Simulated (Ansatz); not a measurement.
# C2H12Al2N2: small, medium and large basis sets

How large a basis does C2H12Al2N2 need? Two functionals are run in growing sets.

Program: Ansatz 0.2.0, Gaussian basis. Level of theory: one geometry, several basis sets. These are calculated values, not measurements.

Plan: PBE0-D4/def2-SVP; ωB97M-V/def2-SVP; PBE0-D4/def2-QZVPP; ωB97M-V/def2-QZVPP; the functionals' def2-TZVPP values are taken from earlier runs.

1 further run of the same task is left out (it didn't finish). Runs told in other sessions of the task aren't counted.

## 1. The geometry

An earlier PBE0-D4 in a triple-zeta def2 set relaxation fixed the geometry.

SMILES `[CH3][Al@H-]1[NH2+][Al@@H-]([CH3])[NH2+]1`, 18 atoms, charge 0, spin multiplicity 1.

Atoms are counted from 1 here; the program's logs count them from 0.

Bond lengths: C1–Al2 1.960 Å, C1–H7 1.095 Å, C1–H8 1.096 Å, C1–H9 1.095 Å, Al2–N3 1.959 Å, Al2–N6 1.959 Å, Al2–H10 1.596 Å, N3–Al4 1.959 Å, N3–H11 1.014 Å, N3–H12 1.014 Å, Al4–C5 1.960 Å, Al4–N6 1.959 Å, Al4–H13 1.596 Å, C5–H14 1.095 Å, C5–H15 1.096 Å, C5–H16 1.095 Å, N6–H17 1.014 Å, N6–H18 1.014 Å. Angles: Al2–C1–H7 111.9°, Al2–C1–H8 112.2°, Al2–C1–H9 111.9°, H7–C1–H8 107.0°, H7–C1–H9 106.6°, H8–C1–H9 107.0°, C1–Al2–N3 110.3°, C1–Al2–N6 110.3°, C1–Al2–H10 123.5°, N3–Al2–N6 87.8°, N3–Al2–H10 109.6°, N6–Al2–H10 109.6°, Al2–N3–Al4 92.1°, Al2–N3–H11 114.7°, Al2–N3–H12 114.3°, Al4–N3–H11 114.7°, Al4–N3–H12 114.3°, H11–N3–H12 106.8° and more.

## 2. PBE0-D4 in def2-SVP

in.yaml

```yaml
crystal:
  periodic: [false, false, false]
  atoms:
    - {symbol: C, position_ang: [0.473265, 2.453469, -0.192532]}
    - {symbol: Al, position_ang: [1.183956, 0.830512, 0.646543]}
    - {symbol: N, position_ang: [1.276007, -0.626267, -0.659709]}
    - {symbol: Al, position_ang: [-0.236205, -1.557536, 0.167098]}
    - {symbol: C, position_ang: [-1.826940, -1.415057, -0.969721]}
    - {symbol: N, position_ang: [-0.252638, -0.158773, 1.538272]}
    - {symbol: H, position_ang: [1.197344, 2.910476, -0.875072]}
    - {symbol: H, position_ang: [-0.434518, 2.256335, -0.774195]}
    - {symbol: H, position_ang: [0.218259, 3.217679, 0.549066]}
    - {symbol: H, position_ang: [2.492555, 0.812453, 1.560435]}
    - {symbol: H, position_ang: [1.123658, -0.342820, -1.620909]}
    - {symbol: H, position_ang: [2.145561, -1.146832, -0.642877]}
    - {symbol: H, position_ang: [0.267139, -2.929472, 0.809272]}
    - {symbol: H, position_ang: [-1.748717, -2.045897, -1.861334]}
    - {symbol: H, position_ang: [-1.998105, -0.389683, -1.317018]}
    - {symbol: H, position_ang: [-2.734066, -1.729930, -0.443389]}
    - {symbol: H, position_ang: [-1.128038, 0.346118, 1.617056]}
    - {symbol: H, position_ang: [-0.018506, -0.484774, 2.469023]}
basis:
  gaussian: {orbitals: def2-SVP}
hamiltonian: {xc: pbe0, dispersion: d4}
output: {orbitals: {seedname: orbitals}}
```

Started as:

```sh
$ ansatz run in.yaml --threads 4 --pin off --events-out ev --progress --plain --max-ram 11315MiB
```

After this run come: ωB97M-V in def2-SVP; PBE0-D4 in def2-QZVPP; ωB97M-V in def2-QZVPP.

Q: Predict the results of all the runs planned. Wanted: PBE0-D4: double and triple zeta above quadruple; ωB97M-V: double and triple zeta above quadruple.

**Answer**, as computed:

| quantity | value |
| --- | --- |
| PBE0-D4: double and triple zeta above quadruple | 11.36, 0.74 eV |
| ωB97M-V: double and triple zeta above quadruple | 11.60, 0.70 eV |

**Reading.** PBE0-D4 gains 10.62 eV from double to triple zeta, then 0.74 eV more. These are total energies; as a rule much of such shifts cancels in differences, which this series doesn't test. The LUMO of ωB97M-V is positive and keeps falling with the basis (2.25 to 0.81 eV): an unbound level that the basis holds in place.
